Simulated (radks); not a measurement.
**Ne²⁺ in [He] 2s2 2p4: an all-electron calculation**

One table from this session's results is given with a row withheld; the runs are named, their logs left out.

The numbers are computed with radks (a radial shooting solver on a logarithmic mesh, Libxc functionals) version 1 (scalar-relativistic Kohn-Sham, RPBE, spin-polarised, spherical densities, finite nucleus; open shells are filled with parallel spins first), except any that are marked as measured or tabulated.

**The system**

- element: neon (Z = 10)
- charge: +2
- electrons: 8
- configuration: [He] 2s2 2p4
- nuclear rms radius: 3.0055 fm

Outer shells as boxes (Hund's rule):

Ne²⁺
```
[He] core
2s [↑↓]
2p [↑↓][↑ ][↑ ]
```

Set-up of the first run:

Settings of this run:

```text
Z 10
configuration [He] 2s2 2p4 3s0 3p0 3d0
relativity scalar-relativistic
functional rpbe,pbe
spin polarised
nucleus finite rms 3.0055 fm
c 137.035999084
```

One table of the session follows, with a row left open; its other results are not shown here.

It belongs to the step «Orbitals and density». Radial moments (bohr):

```
  level     <r>  outermost maximum (interpolated)  90 % within
  1s up  0.1579                             0.103        0.283
1s down  0.1575                             0.102        0.282
  2s up  0.8225                             0.657         1.30
2s down  0.8370                             0.663         1.32
  2p up  0.8017                             0.579         1.35
2p down       ?                                 ?            ?
```

Q: Estimate the row for 2p down from the others.

The run gave: <r>: 0.8288; outermost maximum (interpolated): 0.591; 90 % within: 1.40. In the column «<r>» it lies between 2s up (0.8225) and 2s down (0.8370).

Limits of these values: Open shells are spherical and high-spin; term and fine-structure splittings are not resolved.
